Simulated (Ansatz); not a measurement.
# C₃H₆Sn: a ladder of functionals and wavefunction methods

Aim: compute C₃H₆Sn with functionals from several rungs and with coupled cluster. The yardstick is the atomisation energy at the CCSD(T) limit.

Program: Ansatz 0.2.0, Gaussian basis. Level of theory: functionals in def2-TZVPP, the program's frozen cores in correlated methods. These are calculated values, not measurements.

Levels to be run: PBE-D4, r2SCAN-D4, PBE0-D4, B3LYP-D4, ωB97X-V, ωB97M-V, B2PLYP; CCSD(T)/def2-TZVPP; MP2/def2-QZVPP; extrapolation to the limit.

## (1) The geometry

All runs share one geometry, relaxed beforehand with PBE0-D4 in a triple-zeta def2 set. Sn takes the def2 core potential; no spin-orbit term is included.

10 atoms, charge 0, spin multiplicity 1.

Atoms are counted from 1 here; the program's logs count them from 0.

Bond lengths: C1–C2 1.295 Å, C1–H5 1.087 Å, C1–H6 1.082 Å, C2–C3 1.324 Å, C3–Sn4 2.567 Å, C3–H7 1.086 Å, C3–H8 1.086 Å, Sn4–H9 1.768 Å, Sn4–H10 1.768 Å. Angles: C2–C1–H5 119.4°, C2–C1–H6 122.1°, H5–C1–H6 118.5°, C1–C2–C3 174.9°, C2–C3–Sn4 87.5°, C2–C3–H7 120.6°, C2–C3–H8 120.6°, Sn4–C3–H7 97.4°, Sn4–C3–H8 97.3°, H7–C3–H8 117.5°, C3–Sn4–H9 91.7°, C3–Sn4–H10 91.7°, H9–Sn4–H10 92.7°.

## (2) PBE-D4 (GGA)

File in.yaml:

```yaml
crystal:
  periodic: [false, false, false]
  atoms:
    - {symbol: C, position_ang: [-1.290904, 0.339081, -0.933032]}
    - {symbol: C, position_ang: [-0.342958, -0.410257, -0.466529]}
    - {symbol: C, position_ang: [0.586073, -1.261504, -0.059569]}
    - {symbol: Sn, position_ang: [1.463478, 0.604260, 1.470189]}
    - {symbol: H, position_ang: [-1.975441, -0.065219, -1.674368]}
    - {symbol: H, position_ang: [-1.427515, 1.362280, -0.608701]}
    - {symbol: H, position_ang: [1.493839, -1.405833, -0.637485]}
    - {symbol: H, position_ang: [0.367727, -1.986170, 0.718932]}
    - {symbol: H, position_ang: [-0.169896, 0.982174, 2.032288]}
    - {symbol: H, position_ang: [1.378697, 1.789989, 0.161175]}
basis:
  gaussian: {orbitals: def2-TZVPP}
hamiltonian: {xc: pbe, dispersion: d4}
output: {forces: true, orbitals: {seedname: orbitals}}
```

Started as:

```bash
ansatz run in.yaml --threads 4 --pin off --events-out ev --progress --plain --max-ram 10444MiB
```

The runs that follow: r2SCAN-D4 (meta-GGA); PBE0-D4 (hybrid); B3LYP-D4 (hybrid); ωB97X-V (range-separated); ωB97M-V (range-separated); B2PLYP (double hybrid); CCSD(T) in def2-TZVPP; MP2 in def2-QZVPP.

**Question.** What will the summary of the whole plan be? Wanted: atomisation energy, CCSD(T)/CBS; farthest; mean size of error, hybrid; mean size of error, range-separated; gap, smallest and largest; T1 diagnostic; triples share of the correlation energy.

As calculated:

| quantity | value |
| --- | --- |
| atomisation energy, CCSD(T)/CBS | 36.699 eV |
| functionals within 0.367 eV (1.0 %) | r2SCAN-D4, PBE0-D4, B3LYP-D4, ωB97X-V, ωB97M-V |
| farthest | PBE-D4 (+0.941 eV) |
| mean size of error, hybrid | 0.178 eV |
| mean size of error, range-separated | 0.042 eV |
| gap, smallest and largest | 2.78 eV (PBE-D4), 8.47 eV (ωB97X-V) |
| T1 diagnostic | 0.0153 |
| triples share of the correlation energy | 4.0 % |

PBE-D4 is off by +0.941 eV. Double hybrids carry the basis error of their MP2 part in triple zeta, and no dispersion term here, so their miss is partly the set-up's. Misses under about 0.367 eV are within the doubt on the reference itself, which lacks core-valence correlation, spin-orbit coupling and higher excitations, and its outer-core shells are covered unevenly. All levels share the lack of spin-orbit coupling, which lowers the free heavy atoms and so the true binding. Hartree-Fock recovers 72 % of the binding; the rest is correlation. The gap grows from 2.8 to 8.5 eV across the functionals, mostly with the share of exact exchange. Correlated methods include outer-core shells of Sn, which these sets cover unevenly.
